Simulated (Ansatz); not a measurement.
# ZnC: one candidate structure

Where does ZnC go from the start given, FeSi (B20) type (P2_13, No. 198)?

Computed with Ansatz 0.2.0 (DFT PBE, scalar-relativistic, plane waves, PAW, unless a step's input says otherwise).

3 further runs of the same task are left out: 3 set aside as unsound or not needed.

## Step 1: The system as given

The structure is cubic, space group P2_13 (No. 198). The conventional cell has a = 4.306 Å, b = 4.306 Å, c = 4.306 Å, α = 90.00°, β = 90.00°, γ = 90.00°. Zn (site symmetry 3) is surrounded by 7 C at 2.16 to 2.42 Å. C (site symmetry 3) has 7 Zn at 2.16 to 2.42 Å as nearest neighbours.

Coordinates:

```cif
data_structure
_symmetry_space_group_name_H-M 'P 1'
_symmetry_Int_Tables_number 1
_cell_length_a 4.3065
_cell_length_b 4.3065
_cell_length_c 4.3065
_cell_angle_alpha 90.000
_cell_angle_beta 90.000
_cell_angle_gamma 90.000
_cell_volume 79.87
loop_
_atom_site_label
_atom_site_type_symbol
_atom_site_fract_x
_atom_site_fract_y
_atom_site_fract_z
_atom_site_occupancy
Zn1 Zn 0.13400 0.13400 0.13400 1
Zn2 Zn 0.36600 0.86600 0.63400 1
Zn3 Zn 0.63400 0.36600 0.86600 1
Zn4 Zn 0.86600 0.63400 0.36600 1
C1 C 0.84450 0.84450 0.84450 1
C2 C 0.65550 0.15550 0.34450 1
C3 C 0.34450 0.65550 0.15550 1
C4 C 0.15550 0.34450 0.65550 1
```

(A quick probe on a coarse mesh, which set the mesh and smearing, is not shown.)

## Step 3: Coarse relaxation

Input file input.yaml:

```yaml
crystal:
  lattice:
    - [4.3064646138, 0.0, 0.0]
    - [0.0, 4.3064646138, 0.0]
    - [0.0, 0.0, 4.3064646138]
  atoms:
    - { symbol: Zn, position: [0.134, 0.134, 0.134] }
    - { symbol: Zn, position: [0.366, 0.866, 0.634] }
    - { symbol: Zn, position: [0.634, 0.366, 0.866] }
    - { symbol: Zn, position: [0.866, 0.634, 0.366] }
    - { symbol: C, position: [0.8445, 0.8445, 0.8445] }
    - { symbol: C, position: [0.6555, 0.1555, 0.3445] }
    - { symbol: C, position: [0.3445, 0.6555, 0.1555] }
    - { symbol: C, position: [0.1555, 0.3445, 0.6555] }
basis:
  ecutwfc: 420
kpoints:
  mp_grid: { grid: [4, 4, 4] }
hamiltonian:
  xc: pbe
scf:
  occupations: { method: gaussian, width: 0.1 }
  lower_state_search: "off"
output:
  forces: true
  stress: true
  eigenvalues: true
relax:
  adjacent_minimum: "off"
  f_tol: 0.04
  max_steps: 70
  cell: { stress_tol: 0.4 }
```

Command:

```sh
ansatz run input.yaml --threads 1 --pin off --max-ram 2560MiB --backend cpu --events-out ev --progress --plain --runs-dir out
```

Further runs follow: the relaxation; reference for the rattle test; random kick, then relaxation.

**Question.** What will these runs give?

The runs gave:

Formation energies count from the elements, computed with the same settings in runs not shown here.

```
                          quantity                                                                      value
               cell (conventional)  a = 4.389 Å, b = 4.389 Å, c = 4.389 Å, α = 90.00°, β = 90.00°, γ = 90.00°
                       space group                                                            Fm-3m (No. 225)
                            volume                                                              10.57 Å³/atom
                   gap on the mesh                                                               none (metal)
formation energy from the elements                                                             +1.644 eV/atom
```

In words: The structure ended in another space group than at the start: P2_13 to Fm-3m. The formation energy of +1.64 eV/atom is positive, so the elements lie lower than this structure; another structure of the compound can lie lower.
